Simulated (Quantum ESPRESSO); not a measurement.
Runs of Quantum ESPRESSO 7.5 on TiO. Symmetry: P6_3/mmc, No. 194, hexagonal system. The conventional cell has a = 3.374 Å, b = 3.374 Å, c = 4.702 Å, α = 90.00°, β = 90.00°, γ = 120.00°. Ti (site symmetry -3m) has 6 O at 2.27 Å and 2 Ti at 2.35 Å as nearest neighbours. O (site symmetry -6m2) has 6 Ti at 2.27 Å as nearest neighbours. The cell comes from a database or a generator and needn't be the stable form of this composition.

| level | U | gap on the mesh (eV) | pressure (GPa) | moment (μB) | largest force (eV/Å) |
| --- | --- | --- | --- | --- | --- |
| PBEsol+U | Ti d U = 2 eV | none | -15.4 | (c) | 0.95 |
| PBEsol | - | none | -20.8 | 0.03 | (a) |
| PBEsol+U | Ti d U = 1 eV | none | (b) | 0.00 | 0.50 |
| PBEsol+U | Ti d U = 6 eV | none | -1.2 | 0.00 | 1.45 |
| PBEsol+U | Ti d U = 4 eV | none | -6.7 | 0.00 | 0.96 |
| PBEsol+U | Ti d U = 5 eV | (d) | -3.6 | 0.00 | 0.94 |

Alike in all rows: task single point; potentials or basis PseudoDojo 0.4.1 SR PBEsol standard; spin collinear, antiferromagnetic start; cell as given; k mesh 3 × 3 × 3; cutoff (eV) 1143; smearing gaussian 0.05 eV; the mesh is coarse, so values aren't converged.

Q: Fill in the values left out.

A: (a) 0.20; (b) -18.1; (c) 0.39; (d) 0.02.

Caveats: all runs use coarse meshes; semilocal functionals often make such compounds metallic where correlation or magnetic order opens a gap, which also shifts bond lengths (some runs); forces of over 1 eV/Å show positions far from the minimum, so gaps and moduli don't describe the material at rest (some runs); an odd mesh through Γ misses points on the zone boundary, where band edges often lie (some runs).

A gap of «none» marks a metal or a gap under the smearing width.
